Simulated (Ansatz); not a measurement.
**C₄H₅F₃: small, medium and large basis sets**

The task here is to estimate one member of a computed series from the others.

The runs use Ansatz 0.2.0, Gaussian basis; one geometry, several basis sets.

Levels to be run: PBE0-D4/def2-SVP; ωB97M-V/def2-SVP; PBE0-D4/def2-QZVPP; ωB97M-V/def2-QZVPP; the functionals' def2-TZVPP values are taken from earlier runs.

### The geometry

All runs share one geometry, relaxed beforehand with PBE0-D4 in a triple-zeta def2 set.

SMILES `C/C=C(\F)C(F)F`, 12 atoms, charge 0, spin multiplicity 1.

Atoms are counted from 1 here; the program's logs count them from 0.

Bond lengths: C1–C2 1.486 Å, C1–H8 1.094 Å, C1–H9 1.094 Å, C1–H10 1.089 Å, C2–C3 1.320 Å, C2–H11 1.084 Å, C3–F4 1.342 Å, C3–C5 1.494 Å, C5–F6 1.358 Å, C5–F7 1.350 Å, C5–H12 1.096 Å. Angles: C2–C1–H8 110.6°, C2–C1–H9 110.5°, C2–C1–H10 111.8°, H8–C1–H9 106.8°, H8–C1–H10 108.6°, H9–C1–H10 108.4°, C1–C2–C3 125.2°, C1–C2–H11 119.0°, C3–C2–H11 115.9°, C2–C3–F4 122.5°, C2–C3–C5 127.0°, F4–C3–C5 110.5°, C3–C5–F6 110.1°, C3–C5–F7 110.6°, C3–C5–H12 112.0°, F6–C5–F7 107.8°, F6–C5–H12 107.4°, F7–C5–H12 108.8°.

Set-up of the first run:

in.yaml reads:

```yaml
crystal:
  periodic: [false, false, false]
  atoms:
    - {symbol: C, position_ang: [-0.311831, -1.919643, 0.335811]}
    - {symbol: C, position_ang: [0.338405, -0.594169, 0.163240]}
    - {symbol: C, position_ang: [-0.284388, 0.519719, -0.173695]}
    - {symbol: F, position_ang: [-1.604935, 0.564351, -0.410340]}
    - {symbol: C, position_ang: [0.326954, 1.870066, -0.362825]}
    - {symbol: F, position_ang: [-0.136719, 2.728354, 0.582493]}
    - {symbol: F, position_ang: [1.669950, 1.806373, -0.238545]}
    - {symbol: H, position_ang: [0.133489, -2.657569, -0.337470]}
    - {symbol: H, position_ang: [-0.162129, -2.289095, 1.354326]}
    - {symbol: H, position_ang: [-1.382435, -1.873358, 0.140213]}
    - {symbol: H, position_ang: [1.406890, -0.508614, 0.322689]}
    - {symbol: H, position_ang: [0.083549, 2.298186, -1.341898]}
basis:
  gaussian: {orbitals: def2-SVP}
hamiltonian: {xc: pbe0, dispersion: d4}
output: {orbitals: {seedname: orbitals}}
```

On the command line:

```bash
> ansatz run in.yaml --threads 4 --pin off --events-out ev --progress --plain --max-ram 11315MiB
```

Among the steps run: PBE0-D4 in def2-SVP; ωB97M-V in def2-SVP; PBE0-D4 in def2-QZVPP; ωB97M-V in def2-QZVPP.

One table of the session follows, with a row left open; its other results are not shown here.

It belongs to the step «Functionals by basis». 

| functional | basis | HOMO (eV) | LUMO (eV) |
| --- | --- | --- | --- |
| PBE0-D4 | def2-SVP | -7.61 | 0.07 |
| PBE0-D4 | def2-TZVPP | -7.69 | -0.10 |
| PBE0-D4 | def2-QZVPP | -7.72 | -0.17 |
| ωB97M-V | def2-SVP | -9.84 | 2.29 |
| ωB97M-V | def2-TZVPP | ? | ? |
| ωB97M-V | def2-QZVPP | -9.97 | 1.82 |

Estimate the missing values for ωB97M-V, def2-TZVPP.

**Answer.** HOMO (eV): -9.94; LUMO (eV): 2.05. In the column «HOMO (eV)» it lies between ωB97M-V, def2-QZVPP (-9.97) and ωB97M-V, def2-SVP (-9.84).
